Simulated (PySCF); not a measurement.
# C6H8O2: the cost of one run

Computed with PySCF 2.14.0 and routines of our own; the level stands in each step. Atoms count from 0.

## (1) The starting structure

16 atoms, charge 0, multiplicity 1; geometry from: GFN2-xTB.

## (2) Magnetic properties: GIAO B3LYP/pcSseg-1

Job settings and geometry (Å):

```
{"job": {"kind": "mag", "xc": "B3LYP", "basis": "pcSseg-1", "isotopologues": 2}, "charge": 0, "multiplicity": 1}
C      2.496019     0.546551     0.340013
O      2.429499    -0.686420    -0.308824
C      1.132818    -1.182750    -0.044732
C      0.319175     0.077975     0.170677
C     -0.981878     0.207480     0.206699
C     -2.290714    -0.442940     0.102816
C     -2.175243     1.044104     0.360100
O      1.214910     1.118944     0.313448
H      3.200587     1.196193    -0.187186
H      2.819182     0.421981     1.393462
H      0.800860    -1.772425    -0.899600
H      1.125729    -1.809926     0.860342
H     -2.628428    -0.773741    -0.869683
H     -2.616981    -1.082006     0.911894
H     -2.431178     1.727488    -0.437071
H     -2.421953     1.418436     1.343717
```

Method: GIAO B3LYP/pcSseg-1 magnetisability, rotational g tensor and spin-rotation constants, non-relativistic, gas phase.

The run is started by

```sh
$ OMP_NUM_THREADS=1 python excited_run.py task.json out
```

The driver reads the jobs from task.json and runs them one after another.

**Question.** How long does this first job take on 1 thread of Intel Xeon 6975P-C, shared host, and how much memory does it need?

About 22 s, with a peak of 0.87 GiB.
